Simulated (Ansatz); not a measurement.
**Mg2ZnSe2S: what a guessed cell relaxes into**

The task: take a trial cell of Mg2ZnSe2S to zero force and stress.

Method: DFT PBE, scalar-relativistic, plane waves, PAW, in Ansatz 0.2.0.

## (1) The system as given

It takes space group P4/mmm (No. 123, tetragonal). The conventional cell has a = 4.771 Å, b = 4.771 Å, c = 6.649 Å, α = 90.00°, β = 90.00°, γ = 90.00°. Mg (site symmetry 4mm) has 1 Se at 1.59 Å and 1 S at 1.73 Å in its first shell of neighbours. Zn (site symmetry 4/mmm) is surrounded by 2 Se at 3.32 Å and 4 S at 3.37 Å and 8 Mg at 3.79 Å. Around Se (site symmetry 4/mmm) lie 2 Zn at 3.32 Å and 4 Se at 3.37 Å and 8 Mg at 3.73 Å. Se (site symmetry 4/mmm) is surrounded by 2 Mg at 1.59 Å. S (site symmetry 4/mmm) has 2 Mg at 1.73 Å in its first shell of neighbours.

Coordinates:

```
Mg Zn Se S
1.0
     4.77079    0.00000    0.00000
     0.00000    4.77079    0.00000
     0.00000    0.00000    6.64874
Mg Zn Se S
2 1 2 1
Direct
  0.50000 0.50000 0.76030
  0.50000 0.50000 0.23970
  0.00000 0.00000 0.50000
  0.00000 0.00000 0.00000
  0.50000 0.50000 0.00000
  0.50000 0.50000 0.50000
```

Recipe of the guess: random cell by space group and Wyckoff sites (P4/mmm, No. 123). Lengths come from tabulated atomic sizes and are only a guess.

## (2) A first look at the guess

File input.yaml:

```yaml
crystal:
  lattice:
    - [4.770793, 0.0, 0.0]
    - [0.0, 4.770793, 0.0]
    - [0.0, 0.0, 6.64873649]
  atoms:
    - { symbol: Mg, position: [0.5, 0.5, 0.76029962] }
    - { symbol: Mg, position: [0.5, 0.5, 0.23970038] }
    - { symbol: Zn, position: [0.0, 0.0, 0.5] }
    - { symbol: Se, position: [0.0, 0.0, 0.0] }
    - { symbol: Se, position: [0.5, 0.5, 0.0] }
    - { symbol: S, position: [0.5, 0.5, 0.5] }
basis:
  ecutwfc: 420
kpoints:
  mp_grid: { grid: [4, 4, 4] }
hamiltonian:
  xc: pbe
scf:
  occupations: { method: gaussian, width: 0.1 }
  lower_state_search: "off"
output:
  forces: true
  stress: true
  eigenvalues: true
```

The run is started by

```bash
$ ansatz run input.yaml --threads 1 --pin off --max-ram 2560MiB --backend cpu --events-out ev --progress --plain --runs-dir out
```

The session goes on with these runs: coarse relaxation; full relaxation.

Before running it: what results should come out? Wanted: conventional cell; volume; energy over the elements; gap on the mesh.

The runs gave:

| quantity | value |
| --- | --- |
| symmetry at the end (tolerance 0.05 Å) | space group P4/mmm (No. 123) |
| conventional cell | a = 3.829 Å, b = 3.829 Å, c = 10.116 Å, α = 90.00°, β = 90.00°, γ = 90.00° |
| volume | 24.71 Å³/atom |
| energy over the elements | -0.01 eV/atom |
| gap on the mesh | none (metal) |

In words: The space group P4/mmm (No. 123) is kept, and the volume per atom shrinks by 2.0 % from the first guess. The formation energy of this structure is too near zero to say whether it is bound against the elements. No finished test with a distortion of lower symmetry is shown, so the end may be a saddle point. Spin polarisation is off in the runs that give these values; a magnetic solution could lie lower. Where forces pass 15 eV/Å atoms stand far too close, the PAW spheres overlap strongly and those numbers are rough.
